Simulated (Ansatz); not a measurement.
# BGeH₆ (doublet): the correlation ladder at distance B1–H4 along a hydrogen transfer = 1.243 Å, cc-pVDZ

How much of the correlation energy of BGeH₆ (doublet) does each wave-function method recover here?

The runs use Ansatz 0.2.0, Gaussian basis; cc-pVDZ, core rule «outside noble gas», up to 15 orbitals frozen.

The runs, in order: UHF; CCSD(T) on ROHF; CCSD(T) on UHF; BCCD(T) on ROHF; CISD; CCSDT(Q) on ROHF; CCSDT(Q) on UHF; CASSCF and MRCISD+Q, 3 electrons in 3 orbitals; CASSCF and NEVPT2, 3 electrons in 3 orbitals; CASSCF and MRCISD+Q, 9 electrons in 9 orbitals; CASSCF and MRCISD+Q(relaxed), 9 electrons in 9 orbitals; CASSCF and NEVPT2, 9 electrons in 9 orbitals.

## 1. The system

The geometry derives from fragments relaxed apart (PBE0/def2-TZVP) and kept rigid, so it is no stationary point. A hydrogen atom is moved between rigid fragments. No spin-orbit coupling is included. The filled d shell of Ge may be among the frozen orbitals whatever the setting's name suggests; the logs give the count.

8 atoms, charge 0, spin multiplicity 2.

Atoms are counted from 1 here; the program's logs count them from 0.

Bond lengths: B1–H2 1.193 Å, B1–H3 1.193 Å, B1–H4 1.243 Å, H4–Ge5 1.827 Å, Ge5–H6 1.539 Å, Ge5–H7 1.539 Å, Ge5–H8 1.539 Å. Angles: H2–B1–H3 120.0°, H2–B1–H4 120.0°, H3–B1–H4 120.0°, B1–H4–Ge5 180.0°, H4–Ge5–H6 107.7°, H4–Ge5–H7 107.7°, H4–Ge5–H8 107.7°, H6–Ge5–H7 111.2°, H6–Ge5–H8 111.2°, H7–Ge5–H8 111.2°.

Coordinates:

```
B    -2.6118    0.0000    0.0000
H    -3.2086    1.0336    0.0000
H    -3.2086   -1.0336    0.0000
H    -1.3688    0.0000    0.0000
Ge    0.4582    0.0000    0.0000
H     0.9268   -1.4659    0.0000
H     0.9268    0.7330   -1.2695
H     0.9268    0.7330    1.2695
```

## 2. UHF

Contents of in.yaml:

```yaml
crystal:
  periodic: [false, false, false]
  atoms:
    - {symbol: B, position_ang: [-2.611828, 0.000000, -0.000001]}
    - {symbol: H, position_ang: [-3.208561, 1.033572, -0.000001]}
    - {symbol: H, position_ang: [-3.208561, -1.033571, -0.000002]}
    - {symbol: H, position_ang: [-1.368828, 0.000000, -0.000001]}
    - {symbol: Ge, position_ang: [0.458172, 0.000000, 0.000000]}
    - {symbol: H, position_ang: [0.926840, -1.465915, 0.000000]}
    - {symbol: H, position_ang: [0.926842, 0.732957, -1.269519]}
    - {symbol: H, position_ang: [0.926841, 0.732957, 1.269520]}
basis:
  gaussian: {orbitals: cc-pVDZ}
magnetization: {spin_polarized: true, initial_magnetization: 1}
hamiltonian: {xc: hf}
output: {orbitals: {seedname: orbitals}}
```

Launch:

```console
> ansatz run in.yaml --threads 1 --pin off --events-out ev --progress --plain --max-ram 2816MiB --backend cpu
```

Further steps of the session: CCSD(T) on ROHF; CCSD(T) on UHF; BCCD(T) on ROHF; CISD; CCSDT(Q) on ROHF; CCSDT(Q) on UHF; CASSCF and MRCISD+Q, 3 electrons in 3 orbitals; CASSCF and NEVPT2, 3 electrons in 3 orbitals; CASSCF and MRCISD+Q, 9 electrons in 9 orbitals; CASSCF and MRCISD+Q(relaxed), 9 electrons in 9 orbitals; CASSCF and NEVPT2, 9 electrons in 9 orbitals.

**Question.** What will the summary of the whole plan be? Wanted: UCCSDT(Q) below the RHF energy; RMP2 from UCCSDT(Q); UMP2 from UCCSDT(Q); RCCSD from UCCSDT(Q); RCCSD(T) from UCCSDT(Q); UCCSD(T) from UCCSDT(Q); RCCSDT(Q) from UCCSDT(Q); NEVPT2 frontier from UCCSDT(Q); MRCISD+Q frontier from UCCSDT(Q).

The runs gave:

| quantity | value |
| --- | --- |
| UCCSDT(Q) below the RHF energy | -6.8789 eV |
| RMP2 from UCCSDT(Q) | +34.55 kcal/mol |
| UMP2 from UCCSDT(Q) | +34.72 kcal/mol |
| RCCSD from UCCSDT(Q) | +3.81 kcal/mol |
| RCCSD(T) from UCCSDT(Q) | +0.82 kcal/mol |
| UCCSD(T) from UCCSDT(Q) | +0.76 kcal/mol |
| RCCSDT(Q) from UCCSDT(Q) | +0.08 kcal/mol |
| NEVPT2 frontier from UCCSDT(Q) | +31.60 kcal/mol |
| MRCISD+Q frontier from UCCSDT(Q) | +0.78 kcal/mol |
| MRCISD+Q(relaxed) frontier from UCCSDT(Q) | +0.05 kcal/mol |
| levels within 1 kcal/mol (43 meV) | RCCSD(T), UCCSD(T), BCCD(T), RCCSDT, UCCSDT, RCCSDT(Q), MRCISD+Q frontier, MRCISD+Q(relaxed) frontier |
| T1 diagnostic | 0.014 |

RCCSD(T) misses by +0.82 kcal/mol, 0.5 % of the correlation energy. Of the multireference levels listed MRCISD+Q(relaxed) frontier comes nearest in total energy (+0.05 kcal/mol), which doesn't show that its space is the better one. These misses are within one basis, not against nature; the frozen cores of restricted and unrestricted runs differ, which can shift their rows.
